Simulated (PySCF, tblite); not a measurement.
# C₄H₈B₂O: geometry, infrared bands and NMR shifts

Wanted: the infrared bands and NMR shifts of C₄H₈B₂O (`BOB(C)C#CC`), by calculation.

Computed with tblite 0.8.0 and PySCF 2.14.0, with density-fitted response routines of our own, on a single molecule in the gas phase. Atoms count from 0, in the outputs and in this text.

### Step 1. The starting structure

15 atoms, charge 0, multiplicity 1; geometry from: force field or distance geometry start.

Bonds of the start (Å): B0–O1 1.44, O1–B2 1.48, B2–C3 1.60, B2–C4 1.54, C4–C5 1.21, C5–C6 1.48, B0–H7 1.18, B0–H8 1.19, C3–H9 1.09, C3–H10 1.11, C3–H11 1.12, C6–H12 1.13, C6–H13 1.11, C6–H14 1.11.

### Step 2. Relaxing the molecule with GFN2-xTB

The job: settings as JSON, then the geometry in Å.

```
{"job": {"kind": "relax", "xc": "GFN2-xTB", "basis": "xTB"}, "charge": 0, "multiplicity": 1}
B     -2.466000     1.196000    -0.012200
O     -1.877800     0.038500     0.613700
B     -0.929400    -0.534800    -0.374500
C     -1.079200    -2.116900    -0.579100
C      0.497300     0.043500    -0.274500
C      1.609600     0.512300    -0.219400
C      2.970700     1.073800    -0.118400
H     -2.305100     1.465300    -1.149500
H     -3.035400     2.006400     0.654100
H     -2.015900    -2.360800    -1.083200
H     -0.173000    -2.406400    -1.160000
H     -1.047600    -2.564400     0.450900
H      3.533500     0.613000     0.752600
H      3.500000     0.878000    -1.075900
H      2.814000     2.164600     0.047800
```

Run with:

```sh
OMP_NUM_THREADS=1 python probes_run.py task.json out
```

The driver reads the jobs from task.json and runs them one after another.

**Question.** This job is followed by: GFN2-xTB harmonic vibrations, gas phase; GIAO PBE0/pcSseg-1 NMR shielding, non-relativistic, gas phase. Predict these results of the whole session: strongest single infrared mode (GFN2-xTB); zero-point energy (GFN2-xTB); 13C shifts against TMS (PBE0/pcSseg-1); 1H shifts against TMS (PBE0/pcSseg-1, means over atoms taken as alike); 11B shifts against BF3·OEt2 (PBE0/pcSseg-1); 17O shifts against H2O (PBE0/pcSseg-1).

The runs gave:

| quantity | value |
| --- | --- |
| strongest single infrared mode (GFN2-xTB) | 1606 cm⁻¹, 457 km/mol |
| zero-point energy (GFN2-xTB) | 70.3 kcal/mol |
| 13C shifts against TMS (PBE0/pcSseg-1) | 114.0, 90.7, 11.3, 6.1 ppm |
| 1H shifts against TMS (PBE0/pcSseg-1, means over atoms taken as alike) | 5.43, 2.13, 0.64 ppm |
| 11B shifts against BF3·OEt2 (PBE0/pcSseg-1) | 39.4, 32.5 ppm |
| 17O shifts against H2O (PBE0/pcSseg-1) | 319.5 ppm |

What this shows: Over 108 steps the energy fell by 1.591 eV; of the close pairs, O1–B2 changed most, 1.485 to 1.309 Å. The lowest mode is slightly imaginary (12i cm⁻¹), a soft motion within the noise of the Hessian, so the minimum is not strictly shown. The strongest single mode, at 1606 cm⁻¹, moves mainly O1. Unscaled tight-binding wavenumbers are off by several per cent, some by more. Its intensities can rank the bands wrongly. At PBE0/pcSseg-1: The largest span, 271 ppm, is at C4, where the paramagnetic term is -160 ppm.
